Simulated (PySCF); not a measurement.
# InB: bond curves at several levels of theory

The task here is to estimate one member of a computed series from the others.

Computed with PySCF 2.14.0. Level: In x2c-SVPall, B x2c-SVPall, spin-free X2C with a Gaussian nucleus.

The first run:

The job is set up so:

* atoms: In, B
* charge: 0
* basis: In x2c-SVPall, B x2c-SVPall
* Hamiltonian: spin-free X2C with a Gaussian nucleus
* basis functions: 50
* electrons treated: 54
* masses in u: 114.9039, 11.0093
* levels: PBE0, PBE, r²SCAN, PBEsol, MN15, M06, CAM-B3LYP, HF, MP2, SCS-MP2, CCSD, CCSD(T)
* grid: 80 radial by 434 angular points
* occupations: held fixed by the projection of orbital angular momentum
* dissociation limit: In + B, each in its ground configuration
* starting distance in angstrom: 2.205
* values of 2S to try: 0, 2

Run with:

```console
> OMP_NUM_THREADS=1 python dia.py task.json out
```

Among the steps run: The job; First curve: PBE0; Other states along the same grid; PBE (GGA); r²SCAN; PBEsol; MN15; M06; CAM-B3LYP (range-separated hybrid); UHF; Correlated methods on the Hartree–Fock reference.

One of the session's tables, all rows but one given; the rest of the session is left out.

It belongs to the step «Constants by level of theory». 

```
      level  Re (Å)  ωe (cm⁻¹)  De (eV)
        UHF   2.428        403     1.05
    UHF-MP2   2.402        419     1.45
UHF-SCS-MP2   2.411        414     1.29
   UHF-CCSD   2.417        399     1.35
UHF-CCSD(T)   2.418        396     1.44
        PBE   2.438        369     2.00
     PBEsol   2.411        383     2.16
     r²SCAN   2.413        392     1.97
       PBE0   2.411        394     1.84
        M06   2.441        378     1.80
       MN15   2.384        394     1.76
  CAM-B3LYP       ?          ?        ?
```

Q: Estimate the row for CAM-B3LYP from the others.

As computed: Re (Å): 2.398; ωe (cm⁻¹): 403; De (eV): 1.61. In the column «Re (Å)» it lies between MN15 (2.384) and UHF-MP2 (2.402).
